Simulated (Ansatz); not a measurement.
# LiRe2W2: a trial structure relaxed

Aim: relax LiRe2W2 from this start, Nb2CS2 type (P-3m1, No. 164), and see where it ends.

Program: Ansatz 0.2.0. Level of theory: DFT PBE, scalar-relativistic, plane waves, PAW. These are calculated values, not measurements.

1 further run of the same task is left out (it didn't finish).

**1. The system as given**

It takes space group P-3m1 (No. 164, trigonal). Conventional cell: a = 3.180 Å, b = 3.180 Å, c = 8.315 Å, α = 90.00°, β = 90.00°, γ = 120.00°. Li (site symmetry -3m) has 6 Re at 2.18 Å in its first shell of neighbours. Re (site symmetry 3m) has 3 Li at 2.18 Å and 3 W at 2.43 Å in its first shell of neighbours. W (site symmetry 3m) has 3 Re at 2.43 Å in its first shell of neighbours.

Structure file:

```
CELL_PARAMETERS angstrom
3.18020 0.00000 0.00000
-1.59010 2.75414 0.00000
0.00000 0.00000 8.31483
ATOMIC_POSITIONS crystal
Li 0.00000 0.00000 0.00000
Re 0.33333 0.66667 0.14100
Re 0.66667 0.33333 0.85900
W 0.33333 0.66667 0.66700
W 0.66667 0.33333 0.33300
```

(A quick probe on a coarse mesh, which set the mesh and smearing, is not shown.)

**3. A loose first relaxation**

input.yaml reads:

```yaml
crystal:
  lattice:
    - [3.1802032723, 0.0, 0.0]
    - [-1.5901016361, 2.754136823, 0.0]
    - [0.0, 0.0, 8.3148322816]
  atoms:
    - { symbol: Li, position: [0.0, 0.0, 0.0] }
    - { symbol: Re, position: [0.3333333333, 0.6666666667, 0.141] }
    - { symbol: Re, position: [0.6666666667, 0.3333333333, 0.859] }
    - { symbol: W, position: [0.3333333333, 0.6666666667, 0.667] }
    - { symbol: W, position: [0.6666666667, 0.3333333333, 0.333] }
basis:
  ecutwfc: 420
kpoints:
  mp_grid: { grid: [6, 6, 2] }
hamiltonian:
  xc: pbe
scf:
  occupations: { method: gaussian, width: 0.1 }
  lower_state_search: "off"
output:
  forces: true
  stress: true
  eigenvalues: true
relax:
  adjacent_minimum: "off"
  f_tol: 0.04
  max_steps: 70
  cell: { stress_tol: 0.4 }
```

Run with:

```
$ ansatz run input.yaml --threads 1 --pin off --max-ram 2560MiB --backend cpu --events-out ev --progress --plain --runs-dir out
```

The session goes on with these runs: full relaxation.

Q: Predict the outcome of this session.

**Answer**, as computed:

Formation energies count from the elements, computed with the same settings in runs not shown here.

```
                          quantity                                                                        value
                              cell  a = 2.753 Å, b = 2.753 Å, c = 11.889 Å, α = 90.00°, β = 90.00°, γ = 120.00°
                       space group                                                              P-3m1 (No. 164)
                            volume                                                                15.60 Å³/atom
                   gap on the mesh                                                                 none (metal)
formation energy from the elements                                                               +0.381 eV/atom
```

In words: The space group stayed P-3m1, and from the first guess the volume went from 14.57 to 15.60 Å³/atom. The formation energy of +0.38 eV/atom is positive, so the elements lie lower than this structure; another structure of the compound can lie lower. Spin-orbit coupling is left out for Re, W.
